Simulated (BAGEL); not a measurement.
# CH5BN2 (SMILES N#C[BH2-][NH3+]): HF/STO-3G (density fitting with qzvpp-jkfit)

What is the vertical ionisation energy of CH5BN2 at HF/STO-3G (density fitting with qzvpp-jkfit)? 

The calculation is run with BAGEL 1.2.2.

3 further runs of the same task are left out: 2 that didn't finish, 1 set aside as unsound or not needed.

**1. The system as given**

CH5BN2: 9 atoms, total charge 0, spin state singlet. SMILES: `N#C[BH2-][NH3+]`. The shape is that of a GFN2-xTB optimisation.

Bond lengths: N1–C2 1.150 Å, C2–B3 1.550 Å, B3–N4 1.653 Å, B3–H5 1.190 Å, B3–H6 1.190 Å, N4–H7 1.015 Å, N4–H8 1.015 Å, N4–H9 1.015 Å. Some angles: N1–C2–B3 178.1°, C2–B3–N4 104.3°, C2–B3–H5 111.9°, C2–B3–H6 111.9°, N4–B3–H5 106.9°, N4–B3–H6 106.9°, B3–N4–H7 108.8°, B3–N4–H8 108.7°, B3–N4–H9 109.5°, H5–B3–H6 114.2°.

**2. A single-point energy at HF/STO-3G (density fitting with qzvpp-jkfit)**

job.json reads:

```json
{ "bagel": [

{
  "title": "molecule",
  "basis": "sto-3g",
  "df_basis": "qzvpp-jkfit",
  "angstrom": "true",
  "geometry": [
    { "atom": "N", "xyz": [       2.091020,      -1.138890,      -1.100720 ] },
    { "atom": "C", "xyz": [       1.358000,      -0.360970,      -0.676530 ] },
    { "atom": "B", "xyz": [       0.336910,       0.649520,      -0.093730 ] },
    { "atom": "N", "xyz": [      -0.927070,      -0.289700,       0.408360 ] },
    { "atom": "H", "xyz": [      -0.087930,       1.383130,      -0.929170 ] },
    { "atom": "H", "xyz": [       0.760870,       1.203100,       0.870780 ] },
    { "atom": "H", "xyz": [      -0.589240,      -0.946050,       1.105580 ] },
    { "atom": "H", "xyz": [      -1.291650,      -0.800160,      -0.390120 ] },
    { "atom": "H", "xyz": [      -1.650910,       0.300020,       0.805560 ] }
  ]
},

{ "title": "hf" },

{ "title": "print", "file": "orbitals.molden", "orbitals": "true" }

]}
```

Launch:

```sh
$ BAGEL_NUM_THREADS=1 BAGEL job.json > job.out
```

Log:

```text
* using 1 threads per process

  ===============================================================
  ===============================================================

  *** Geometry ***

  { "atom" : "N", "xyz" : [      3.951455,     -2.152190,     -2.080059 ] },
  { "atom" : "C", "xyz" : [      2.566248,     -0.682134,     -1.278456 ] },
  { "atom" : "B", "xyz" : [      0.636668,      1.227415,     -0.177124 ] },
  { "atom" : "N", "xyz" : [     -1.751908,     -0.547454,      0.771689 ] },
  { "atom" : "H", "xyz" : [     -0.166164,      2.613737,     -1.755877 ] },
  { "atom" : "H", "xyz" : [      1.437836,      2.273530,      1.645536 ] },
  { "atom" : "H", "xyz" : [     -1.113502,     -1.787775,      2.089243 ] },
  { "atom" : "H", "xyz" : [     -2.440865,     -1.512083,     -0.737220 ] },
  { "atom" : "H", "xyz" : [     -3.119768,      0.566956,      1.522288 ] },

  Number of auxiliary basis functions:      394

  Since a DF basis is specified, we compute 2- and 3-index integrals:
    o Being stored without compression. Storage requirement is 0.002 GB

  Number of basis functions:       25
  Number of electrons      :       30

    * METHOD: MOLECULE                             0.14

  *** RHF ***

  === Nuclear Repulsion ===
    99.7180088559

      * DIIS with orbital gradients will be used.

  === RHF iteration (sto-3g) ===
      0       -172.06933500          0.02582286           0.01
      1       -172.12024867          0.02169574           0.01
      2       -172.17815072          0.00230925           0.01
      3       -172.17953567          0.00051969           0.01
      4       -172.17960865          0.00014368           0.01
      5       -172.17961602          0.00005039           0.01
      6       -172.17961724          0.00002668           0.01
      7       -172.17961770          0.00000690           0.01
      8       -172.17961771          0.00000219           0.01
      9       -172.17961771          0.00000045           0.01
     10       -172.17961771          0.00000015           0.01
     11       -172.17961771          0.00000006           0.01
     12       -172.17961771          0.00000002           0.01
     13       -172.17961771          0.00000001           0.01
    * SCF iteration converged.

    * Permanent dipole moment:
           (    2.602139,     0.415137,    -1.186027) a.u.

    * METHOD: HF                                   0.18

    * METHOD: PRINT                                0.00

  ===============================================================
```

Wall time 0.54 s (1 thread of Intel Xeon Platinum 8259CL at 2.50GHz (Skylake/Cascade Lake), shared host); peak memory 0.081 GiB.

**3. The doublet cation, same level**

hf.json reads:

```json
{ "bagel" : [

{
  "title" : "molecule",
  "basis" : "sto-3g",
  "df_basis" : "qzvpp-jkfit",
  "angstrom" : true,
  "geometry" : [
    { "atom" : "N", "xyz" : [    2.091020,   -1.138890,   -1.100720 ] },
    { "atom" : "C", "xyz" : [    1.358000,   -0.360970,   -0.676530 ] },
    { "atom" : "B", "xyz" : [    0.336910,    0.649520,   -0.093730 ] },
    { "atom" : "N", "xyz" : [   -0.927070,   -0.289700,    0.408360 ] },
    { "atom" : "H", "xyz" : [   -0.087930,    1.383130,   -0.929170 ] },
    { "atom" : "H", "xyz" : [    0.760870,    1.203100,    0.870780 ] },
    { "atom" : "H", "xyz" : [   -0.589240,   -0.946050,    1.105580 ] },
    { "atom" : "H", "xyz" : [   -1.291650,   -0.800160,   -0.390120 ] },
    { "atom" : "H", "xyz" : [   -1.650910,    0.300020,    0.805560 ] }
  ]
},
{ "title" : "uhf", "charge" : 1, "nopen" : 1 },
{ "title" : "print", "file" : "orbitals.molden", "orbitals" : true }

]}
```

Launch:

```sh
$ BAGEL_NUM_THREADS=1 BAGEL hf.json > hf.out
```

Log:

```text
* using 1 threads per process

  ===============================================================
  ===============================================================

  *** Geometry ***

  { "atom" : "N", "xyz" : [      3.951455,     -2.152190,     -2.080059 ] },
  { "atom" : "C", "xyz" : [      2.566248,     -0.682134,     -1.278456 ] },
  { "atom" : "B", "xyz" : [      0.636668,      1.227415,     -0.177124 ] },
  { "atom" : "N", "xyz" : [     -1.751908,     -0.547454,      0.771689 ] },
  { "atom" : "H", "xyz" : [     -0.166164,      2.613737,     -1.755877 ] },
  { "atom" : "H", "xyz" : [      1.437836,      2.273530,      1.645536 ] },
  { "atom" : "H", "xyz" : [     -1.113502,     -1.787775,      2.089243 ] },
  { "atom" : "H", "xyz" : [     -2.440865,     -1.512083,     -0.737220 ] },
  { "atom" : "H", "xyz" : [     -3.119768,      0.566956,      1.522288 ] },

  Number of auxiliary basis functions:      394

  Since a DF basis is specified, we compute 2- and 3-index integrals:
    o Being stored without compression. Storage requirement is 0.002 GB

  Number of basis functions:       25
  Number of electrons      :       30

    * METHOD: MOLECULE                             0.14

  *** Open-shell HF ***

  === Nuclear Repulsion ===
    99.7180088559

      * DIIS with orbital gradients will be used.

  === UHF iteration (sto-3g) ===
      0       -171.75013556          0.04739163           0.02
      1       -171.81475495          0.03339449           0.01
      2       -171.83887190          0.02444787           0.01
      3       -171.86105385          0.00303665           0.01
      4       -171.86378481          0.00218378           0.02
      5       -171.86541984          0.00151200           0.02
      6       -171.86695046          0.00049379           0.02
      7       -171.86715781          0.00027692           0.03
      8       -171.86727358          0.00016123           0.03
      9       -171.86730725          0.00010634           0.03
     10       -171.86733498          0.00005133           0.02
     11       -171.86734869          0.00001931           0.01
     12       -171.86735252          0.00000807           0.01
     13       -171.86735501          0.00000728           0.01
     14       -171.86735542          0.00000787           0.01
     15       -171.86735541          0.00000690           0.01
     16       -171.86735712          0.00000670           0.01
     17       -171.86735808          0.00000658           0.01
     18       -171.86736097          0.00000613           0.01
     19       -171.86736997          0.00000203           0.02
     20       -171.86737006          0.00000087           0.02
     21       -171.86737020          0.00000080           0.02
     22       -171.86737028          0.00000064           0.02
     23       -171.86737028          0.00000047           0.01
     24       -171.86737029          0.00000044           0.01
     25       -171.86737029          0.00000043           0.01
     26       -171.86737029          0.00000042           0.01
     27       -171.86737027          0.00000042           0.01
     28       -171.86737028          0.00000031           0.01
     29       -171.86737029          0.00000018           0.01
     30       -171.86737029          0.00000015           0.01
     31       -171.86737030          0.00000007           0.02
     32       -171.86737030          0.00000006           0.02
     33       -171.86737030          0.00000004           0.01
     34       -171.86737030          0.00000004           0.02
     35       -171.86737030          0.00000004           0.02
     36       -171.86737030          0.00000003           0.01
     37       -171.86737030          0.00000002           0.01
     38       -171.86737030          0.00000002           0.01
     39       -171.86737030          0.00000002           0.01
     40       -171.86737030          0.00000001           0.01
     41       -171.86737030          0.00000002           0.01
     42       -171.86737030          0.00000001           0.01
     43       -171.86737030          0.00000001           0.01
     44       -171.86737030          0.00000001           0.02
     45       -171.86737030          0.00000001           0.02
    * SCF iteration converged.

    * S^2 (UHF) is 0.7787

    * Permanent dipole moment:
           (    1.286679,     0.400575,    -0.567685) a.u.

    * METHOD: UHF                                  0.82

    * METHOD: PRINT                                0.00

  ===============================================================
```

It took 1.2 s on 1 thread of Intel Xeon Platinum 8259CL at 2.50GHz (Skylake/Cascade Lake), shared host; peak memory 0.081 GiB.

**4. Outcome**

Level: HF/STO-3G (density fitting with qzvpp-jkfit).

```
                                          quantity          value
                      singlet CH5BN2: total energy  -172.17962 Eh
                     singlet CH5BN2: dipole moment         7.34 D
                       singlet CH5BN2: HOMO energy       -9.18 eV
                       singlet CH5BN2: LUMO energy       10.52 eV
                     singlet CH5BN2: HOMO–LUMO gap       19.70 eV
                      doublet cation: total energy  -171.86737 Eh
                              doublet cation: ⟨S²⟩          0.779
vertical ionisation energy (to the doublet cation)       8.497 eV
```

What this shows: Removing an electron at fixed nuclei costs 8.50 eV (820 kJ/mol). The negative HOMO energy of the first species, 9.18 eV, lies 0.68 eV above that difference. In a minimal basis such a difference can be off by several eV, whatever the method.
